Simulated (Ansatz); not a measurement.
## MoSe: single point with B3LYP

MoSe:

```
CELL_PARAMETERS angstrom
0.00000 2.89288 2.89288
2.89288 0.00000 2.89288
2.89288 2.89288 0.00000
ATOMIC_POSITIONS crystal
Mo 0.00000 0.00000 0.00000
Se 0.50000 0.50000 0.50000
```

The cell was built by a generator and needn't be a form met in nature.

```
Program             : Ansatz 0.2.0
Task                : single point
Functional          : B3LYP
Potentials or basis : Ansatz PAW
Cutoff              : 420 eV (not typed: the program's choice for these potentials)
k mesh              : 4 × 4 × 4
Occupations         : fermi-dirac, width 0.05 eV
Spin                : no spin polarisation
```

```
Pressure               : -19.2 GPa
Band gap on the k mesh : none (metal or under the smearing width)
```

Levels at points of the mesh, in eV from the Fermi level:
| k point | band 11 | band 12 | band 13 | band 14 | band 15 | band 16 | band 17 | band 18 | band 19 |
| --- | --- | --- | --- | --- | --- | --- | --- | --- | --- |
| (0.00, 0.00, 0.00) | -2.58 | -2.58 | -2.58 | -1.67 | -1.67 | -1.67 | -0.85 | -0.85 | 1.63 |
| (0.00, 0.00, -0.50) | -6.84 | -4.83 | -4.83 | -0.46 | -0.46 | 0.54 | 3.44 | 3.80 | 3.80 |
| (0.00, -0.50, -0.50) | -5.61 | -3.77 | -3.77 | -2.71 | -0.24 | 0.54 | 0.54 | 1.44 | 2.38 |

It took 32 s on 1 × NVIDIA H100 80GB HBM3 with 2 threads of AMD EPYC 7R13 Processor (Zen 3) (shared host), peak memory 1.7 GiB.

Caveat: the k mesh is coarse (spacing up to 0.47 Å⁻¹), so the values aren't converged, least of all with exact exchange; so large a pressure means that the cell lies far from this level's equilibrium, or that cutoff or potentials fall short; the PAW data sets come from PBE, with cores solved anew for the run's functional, which leaves a small shift of forces and pressure; the thresholds are loose for stress.
